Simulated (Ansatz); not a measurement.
# MgTiSbP3O12: the cost of one run

Computed with Ansatz 0.2.0 (DFT, PBE, plane-wave PAW, default files, scalar-relativistic, as far as a step names no other, unless a step's input says otherwise).

## 1. Starting point

The structure is trigonal, space group R3c (No. 161). Conventional cell: a = 8.890 Å, b = 8.890 Å, c = 19.909 Å, α = 90.00°, β = 90.00°, γ = 120.00°. Mg (site symmetry 3) has 6 O at 2.11 to 2.19 Å as nearest neighbours. Ti (site symmetry 3) is surrounded by 6 O at 1.91 to 2.15 Å. Around Sb (site symmetry 3) lie 6 O at 2.19 to 2.25 Å. Around P (site symmetry 1) lie 4 O at 1.51 to 1.59 Å. Around O (site symmetry 1) lie 1 P at 1.51 Å. O (site symmetry 1) has 1 P at 1.56 Å and 1 Mg at 2.11 Å and 1 Ti at 2.15 Å as nearest neighbours. O (site symmetry 1) has 1 P at 1.56 Å and 1 Sb at 2.19 Å and 1 Mg at 2.19 Å as nearest neighbours. Around O (site symmetry 1) lie 1 P at 1.59 Å and 1 Ti at 1.91 Å.

As a file:

```cif
data_structure
_symmetry_space_group_name_H-M 'R3c:H'
_symmetry_Int_Tables_number 161
_cell_length_a 8.8898
_cell_length_b 8.8898
_cell_length_c 19.9094
_cell_angle_alpha 90.000
_cell_angle_beta 90.000
_cell_angle_gamma 120.000
_cell_volume 1362.61
loop_
_atom_site_label
_atom_site_type_symbol
_atom_site_symmetry_multiplicity
_atom_site_Wyckoff_symbol
_atom_site_fract_x
_atom_site_fract_y
_atom_site_fract_z
_atom_site_occupancy
Mg1 Mg 6 a 0.33333 0.66667 0.66264 1
Ti1 Ti 6 a 0.33333 0.66667 0.81708 1
Sb1 Sb 6 a 0.33333 0.66667 0.00307 1
P1 P 18 b 0.98230 0.32954 0.08437 1
O1 O 18 b 0.07901 0.65899 0.98761 1
O2 O 18 b 0.99838 0.16522 0.07190 1
O3 O 18 b 0.16363 0.49801 0.08274 1
O4 O 18 b 0.33962 0.48072 0.86245 1
```

## 2. Single point at the given positions

input.yaml reads:

```yaml
crystal:
  lattice:
    - [4.4448882478, 2.5662574264, 6.6364811743]
    - [-4.4448882478, 2.5662574264, 6.6364811743]
    - [0.0, -5.1325148528, 6.6364811743]
  atoms:
    - { symbol: Mg, position: [0.995972, 0.995972, 0.995972] }
    - { symbol: Mg, position: [0.495972, 0.495972, 0.495972] }
    - { symbol: Ti, position: [0.150417, 0.150417, 0.150417] }
    - { symbol: Ti, position: [0.650417, 0.650417, 0.650417] }
    - { symbol: Sb, position: [0.336404, 0.336404, 0.336404] }
    - { symbol: Sb, position: [0.836404, 0.836404, 0.836404] }
    - { symbol: P, position: [0.066668, 0.431613, 0.754833] }
    - { symbol: P, position: [0.431613, 0.754833, 0.066668] }
    - { symbol: P, position: [0.754833, 0.066668, 0.431613] }
    - { symbol: P, position: [0.254833, 0.931613, 0.566668] }
    - { symbol: P, position: [0.566668, 0.254833, 0.931613] }
    - { symbol: P, position: [0.931613, 0.566668, 0.254833] }
    - { symbol: O, position: [0.066618, 0.567595, 0.328623] }
    - { symbol: O, position: [0.328623, 0.066618, 0.567595] }
    - { symbol: O, position: [0.07028, 0.238736, 0.906684] }
    - { symbol: O, position: [0.567595, 0.328623, 0.066618] }
    - { symbol: O, position: [0.067595, 0.566618, 0.828623] }
    - { symbol: O, position: [0.246366, 0.417114, 0.584731] }
    - { symbol: O, position: [0.238736, 0.906684, 0.07028] }
    - { symbol: O, position: [0.417114, 0.584731, 0.246366] }
    - { symbol: O, position: [0.202063, 0.00355, 0.381729] }
    - { symbol: O, position: [0.584731, 0.246366, 0.417114] }
    - { symbol: O, position: [0.084731, 0.917114, 0.746366] }
    - { symbol: O, position: [0.381729, 0.202063, 0.00355] }
    - { symbol: O, position: [0.566618, 0.828623, 0.067595] }
    - { symbol: O, position: [0.906684, 0.07028, 0.238736] }
    - { symbol: O, position: [0.406684, 0.738736, 0.57028] }
    - { symbol: O, position: [0.828623, 0.067595, 0.566618] }
    - { symbol: O, position: [0.57028, 0.406684, 0.738736] }
    - { symbol: O, position: [0.746366, 0.084731, 0.917114] }
    - { symbol: O, position: [0.738736, 0.57028, 0.406684] }
    - { symbol: O, position: [0.00355, 0.381729, 0.202063] }
    - { symbol: O, position: [0.50355, 0.702063, 0.881729] }
    - { symbol: O, position: [0.917114, 0.746366, 0.084731] }
    - { symbol: O, position: [0.702063, 0.881729, 0.50355] }
    - { symbol: O, position: [0.881729, 0.50355, 0.702063] }
kpoints:
  mp_grid: { grid: [3, 3, 3] }
scf:
  occupations: { method: fermi_dirac, width: 0.02 }
hamiltonian:
  xc: pbe
  pseudopotentials: { kind: paw }
output:
  forces: true
  stress: true
  populations: true
  efg:
    quadrupole_moments_barn: { Mg: 0.1994, Ti: 0.247, Sb: -0.543, O: -0.02558 }
    contact_densities: true
  write_density: true
  write_potential: true
  elf: true
  volumetric_format: npy
```

Run with:

```console
$ ansatz run input.yaml --threads 1 --pin off --max-ram 2560MiB --backend cpu --events-out ev --progress --plain --runs-dir out
```

What time and memory should one allow on 1 thread of Arm Neoverse V1, shared host?

About 2 min, with a peak of 1 GiB.
